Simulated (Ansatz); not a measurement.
Geometry optimisation, DFT PBE, scalar-relativistic, plane waves, PAW (Ansatz).

input.yaml

```yaml
crystal:
  lattice:
    - [0.0, 4.2052, 4.2052]
    - [4.2052, 0.0, 4.2052]
    - [4.2052, 4.2052, 0.0]
  atoms:
    - { symbol: Mg, position: [0.0, 0.0, 0.0] }
    - { symbol: O, position: [0.25, 0.25, 0.25] }
    - { symbol: Mg, position: [0.0, 0.0, 0.5] }
    - { symbol: O, position: [0.25, 0.25, 0.75] }
    - { symbol: Mg, position: [0.0, 0.5, 0.0] }
    - { symbol: O, position: [0.25, 0.75, 0.25] }
    - { symbol: Mg, position: [0.0, 0.5, 0.5] }
    - { symbol: O, position: [0.25, 0.75, 0.75] }
    - { symbol: Mg, position: [0.5, 0.0, 0.0] }
    - { symbol: O, position: [0.75, 0.25, 0.25] }
    - { symbol: Mg, position: [0.5, 0.0, 0.5] }
    - { symbol: O, position: [0.75, 0.25, 0.75] }
    - { symbol: Mg, position: [0.5, 0.5, 0.0] }
    - { symbol: O, position: [0.75, 0.75, 0.25] }
    - { symbol: Mg, position: [0.5, 0.5, 0.5] }
    - { symbol: O, position: [0.75, 0.75, 0.75] }
    - { symbol: H, position: [0.8964132, 0.8614237, 0.3688889], spin: 1.0 }
magnetization:
  spin_polarized: true
basis:
  ecutwfc: 420.0
kpoints:
  mp_grid: { grid: [2, 2, 2] }
hamiltonian:
  xc: pbe
scf:
  occupations: { method: gaussian, width: 0.05 }
  lower_state_search: "off"
relax:
  f_tol: 0.03
  max_steps: 60
  adjacent_minimum: "off"
```

Command:

```bash
$ ansatz run input.yaml --threads 2 --pin off --max-ram 5120MiB --backend cpu --events-out ev --progress --plain --runs-dir out
```

Problem. Where does it end, and by what steps?

Solution. It converged. Limits of this set-up: coarse k mesh, a small cell, in which the defect meets its images. After 3 steps the energy has fallen by 0.299 eV; H17 moved furthest, 0.10 Å.

| step | energy less start (eV) | largest force component (eV/Å) | accepted |
| --- | --- | --- | --- |
| 0 | 0.0000 | 1.053 | yes |
| 1 | -0.2118 | 0.499 | yes |
| 2 | -0.2949 | 0.084 | yes |
| 3 | -0.2986 | 0.008 | yes |

```xyz
17
Lattice="0.0000 4.2052 4.2052 4.2052 0.0000 4.2052 4.2052 4.2052 0.0000" Properties=species:S:1:pos:R:3
Mg -0.018 -0.009 0.015
O 2.100 2.108 2.103
Mg 2.110 2.119 0.015
O 4.198 4.207 2.103
Mg 2.099 0.003 2.104
O 4.154 2.153 4.254
Mg 4.188 2.119 2.092
O 6.305 4.207 4.209
Mg -0.006 2.107 2.104
O 2.144 4.162 4.254
Mg 2.110 4.197 2.092
O 4.198 6.313 4.209
Mg 2.099 2.107 4.208
O 4.154 4.162 6.263
Mg 4.200 4.208 4.208
O 6.350 6.358 6.263
H 5.251 5.261 7.361
```

The run took 21 s on 2 threads of Arm Neoverse V2, on a shared host, peak memory 0.45 GiB.
